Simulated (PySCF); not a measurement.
Molecule: FSi2OH3, in a box.

```
F Si O H
1.0
    12.00000    0.00000    0.00000
     0.00000   13.00000    0.00000
     0.00000    0.00000   13.00000
F Si O H
1 2 1 3
Direct
  0.52368 0.38560 0.62548
  0.43379 0.36066 0.53385
  0.46965 0.58584 0.46591
  0.43056 0.46892 0.47515
  0.41033 0.64069 0.37916
  0.43648 0.64446 0.56537
  0.58864 0.59546 0.45388
```

The cell isn't the ideal one: atoms moved at random, drawn with an rms of 0.05 Å.

Base run:

* Program: PySCF 2.14.0
* Functional: BP86
* Dispersion: D3(BJ)
* Potentials or basis: def2-svp (all-electron)
* k mesh: 1 × 1 × 1
* Occupations: fixed
* Spin: no spin polarisation

Its results: gap between the frontier levels 4.06 eV.

**Question.** After a change of settings the same cell gave: gap between the frontier levels 4.33 eV. Which change was it?
A. functional from BP86 to r2SCAN50
B. functional from BP86 to SCAN
C. functional from BP86 to B3LYP; dispersion from D3(BJ) to D4

**Answer.** B.

Caveats: this is a molecule in a periodic box at the Γ point, so its band gap is the HOMO-LUMO gap; the basis of atomic orbitals isn't converged, which shifts pressures, moduli and gaps.

Runs at the PBE level aren't shown here.
